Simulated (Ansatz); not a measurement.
**AlCl₂H₂N: up Jacob's ladder to CCSD(T)**

How much do the methods differ for AlCl₂H₂N? The plan is to run it at one geometry with functionals of several rungs and with coupled cluster. The yardstick is the atomisation energy at the CCSD(T) limit.

The runs use Ansatz 0.2.0, Gaussian basis; functionals in def2-TZVPP, the program's frozen cores in correlated methods.

The runs, in order: LDA (SPW92), PBE-D4, revPBE-D4, BLYP-D4, r2SCAN-D4, B97M-V, PBE0-D4, B3LYP-D4, r2SCANh-D4, r2SCAN0-D4, HSE06-D4, BHLYP-D4, CAM-B3LYP-D4, LC-ωPBE, ωB97X-V, ωB97M-V, B2PLYP, PBE-QIDH; CCSD(T)/def2-SVP; CCSD(T)/def2-TZVPP; MP2/def2-QZVPP; extrapolation to the limit; RPA on PBE.

## 1. The relaxed structure

An earlier PBE0-D4 in a triple-zeta def2 set relaxation fixed the geometry.

SMILES `[NH2][Al]([Cl])[Cl]`, 6 atoms, charge 0, spin multiplicity 1.

Atoms are counted from 1 here; the program's logs count them from 0.

Bond lengths: N1–Al2 1.747 Å, N1–H5 1.006 Å, N1–H6 1.006 Å, Al2–Cl3 2.082 Å, Al2–Cl4 2.082 Å. Angles: Al2–N1–H5 124.4°, Al2–N1–H6 124.4°, H5–N1–H6 111.2°, N1–Al2–Cl3 120.1°, N1–Al2–Cl4 120.1°, Cl3–Al2–Cl4 119.9°.

## 2. LDA

This LDA is Slater exchange with PW92 correlation.

The input, in.yaml:

```yaml
crystal:
  periodic: [false, false, false]
  atoms:
    - {symbol: N, position_ang: [-0.150798, 1.005350, -0.088975]}
    - {symbol: Al, position_ang: [0.116470, -0.715268, 0.048672]}
    - {symbol: Cl, position_ang: [1.566354, -1.444252, 1.352842]}
    - {symbol: Cl, position_ang: [-1.014326, -2.040600, -1.091172]}
    - {symbol: H, position_ang: [0.356869, 1.702827, 0.429397]}
    - {symbol: H, position_ang: [-0.832469, 1.427943, -0.696965]}
basis:
  gaussian: {orbitals: def2-TZVPP}
hamiltonian: {xc: lda}
output: {orbitals: {seedname: orbitals}}
```

Further steps of the session: PBE-D4 (GGA); revPBE-D4 (GGA); BLYP-D4 (GGA); r2SCAN-D4 (meta-GGA); B97M-V (meta-GGA); PBE0-D4 (hybrid); B3LYP-D4 (hybrid); r2SCANh-D4 (hybrid); r2SCAN0-D4 (hybrid); HSE06-D4 (hybrid); BHLYP-D4 (hybrid); CAM-B3LYP-D4 (range-separated); LC-ωPBE-D4 (range-separated); ωB97X-V (range-separated); ωB97M-V (range-separated); B2PLYP (double hybrid); PBE-QIDH (double hybrid); CCSD(T) in def2-SVP; CCSD(T) in def2-TZVPP; MP2 in def2-QZVPP; RPA on PBE orbitals.

Before running them: what should the planned runs give, taken together? Wanted: atomisation energy, CCSD(T)/CBS; farthest beyond LDA; mean size of error, GGA; mean size of error, meta-GGA; mean size of error, hybrid; mean size of error, range-separated; mean size of error, double hybrid; gap, smallest and largest; T1 diagnostic.

**Answer**, as computed:

| quantity | value |
| --- | --- |
| atomisation energy, CCSD(T)/CBS | 2043.6 kJ/mol |
| functionals within 10.2 kJ/mol (0.5 %) | PBE-D4, r2SCAN-D4, ωB97X-V, ωB97M-V |
| farthest beyond LDA | BHLYP-D4 (-77.5 kJ/mol) |
| mean size of error, GGA | 29.4 kJ/mol |
| mean size of error, meta-GGA | 8.0 kJ/mol |
| mean size of error, hybrid | 33.3 kJ/mol |
| mean size of error, range-separated | 11.9 kJ/mol |
| mean size of error, double hybrid | 32.2 kJ/mol |
| gap, smallest and largest | 5.08 eV (BLYP-D4), 12.55 eV (LC-ωPBE) |
| T1 diagnostic | 0.0086 |
| triples share of the correlation energy | 3.9 % |

LDA overbinds by 248.3 kJ/mol (12 %). PBE-D4 is off by +10.1 kJ/mol. Double hybrids carry the basis error of their MP2 part in triple zeta, and no dispersion term here, so their miss is partly the set-up's. By mean error the best rung here is meta-GGA (8.0 kJ/mol) and the worst beyond LDA is hybrid (33.3 kJ/mol). The gap between the best rungs is small, so their order is not settled. The mean of the hybrids holds BHLYP, with half exact exchange. The reference freezes the cores and leaves out relativity and excitations past (T), so misses under about 10.2 kJ/mol can't be ranked. Hartree-Fock recovers 72 % of the binding; the rest is correlation. CCSD(T) in def2-SVP is off by -174.5 kJ/mol, so the small basis spoils what the method gains. Orbital gaps span 5.1 to 12.6 eV; exact exchange widens them.
